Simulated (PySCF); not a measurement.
# H4OSn (Sn(OH)H3): the cost of one run

Programs: PySCF 2.14.0, with routines of our own; each step states its level. All values are computed. Atoms count from 0.

### Step 1. The system as given

6 atoms, charge 0, multiplicity 1; geometry from: GFN2-xTB.

### Step 2. Relaxing the molecule at PBE0-D3(BJ)/def2-SVP

The job: settings as JSON, then the geometry in Å.

```
{"job": {"xc": "PBE0", "basis": "def2-SVP", "d3": "d3bj", "grid": 1, "maxiter": 30, "shake": 0.03, "kind": "geom"}, "charge": 0, "multiplicity": 1}
Sn     0.001010    -0.190960    -0.481380
O     -0.086650    -0.130910     1.438020
H      0.268590     0.612770     1.873940
H      1.621640    -0.107650    -1.027390
H     -0.873820     1.224410    -1.057380
H     -0.867640    -1.503670    -0.815090
```

Started as:

```bash
$ OMP_NUM_THREADS=1 python heavy_run.py task.json out
```

The driver reads the jobs from task.json and runs them one after another.

**Question.** How long does this first job take on 1 thread of Arm Neoverse V1, shared host, and how much memory does it need?

About 8.8 s, with a peak of 0.26 GiB.
